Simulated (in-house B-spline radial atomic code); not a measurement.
# Cu⁹⁺: ionisation energy by several methods

One table from this session's results is given with a row withheld; the runs are named, their logs left out.

Program: in-house B-spline radial atomic code version 1. Level of theory: Dirac-Coulomb, several functionals; spherical all-electron atom at the radial basis limit. These are calculated values, not measurements, unless marked.

### The atom as given

```
element       : copper (Z = 29)
charge        : +9
electrons     : 20
configuration : [Ar] 3d2
nucleus       : Fermi, rms radius 3.882 fm
```

Outer shells as boxes (Hund's rule):

[Ar] 3d2
```
[Ar] core
3d [↑ ][↑ ][  ][  ][  ]
```

The boxes only draw the filling; these runs are spin-restricted and spherical.

The first run:

The run's settings:

```ini
Z = 29
electrons = 20.0
configuration = [Ar] 3d2
hamiltonian = dirac
method = rpbe,pbe
spin_polarised = False
nucleus = fermi
rms_radius = 3.8823
mass_number = 63
atomic_mass = 62.929597119
speed_of_light = 137.035999084
```

Among the steps run: RPBE; BP86; BLYP; PW91; exchange-only LDA; AM05.

One of the session's tables, all rows but one given; the rest of the session is left out.

```
           method  ΔSCF (eV)  with Breit, QED, recoil (eV)
exchange-only LDA     228.15                        228.16
             RPBE     229.93                        229.93
             BP86     230.14                        230.14
             BLYP          ?                             ?
             PW91     230.25                        230.25
             AM05     230.05                        230.05
```

**Question.** Estimate the row for BLYP.

**Answer.** ΔSCF (eV): 229.99; with Breit, QED, recoil (eV): 230.00. In the column «ΔSCF (eV)» it lies between RPBE (229.93) and AM05 (230.05).

What this shows: The tabulated ionisation energy is 232.2 ± 0.5 eV (semi-empirical; NIST Atomic Spectra Database). PW91 comes nearest (-1.95 eV) and exchange-only LDA is farthest (-4.04 eV, 1.7 %). Open shells are averaged (over orientations, and over spins where the run is restricted), while tables refer to the lowest levels. For the semilocal functionals minus the highest level recovers only 93 % of their own ΔSCF value, a mark of self-interaction.

Members of this set that are not shown: 8 used exact exchange with fractional occupations of an open shell, which is unsound here.
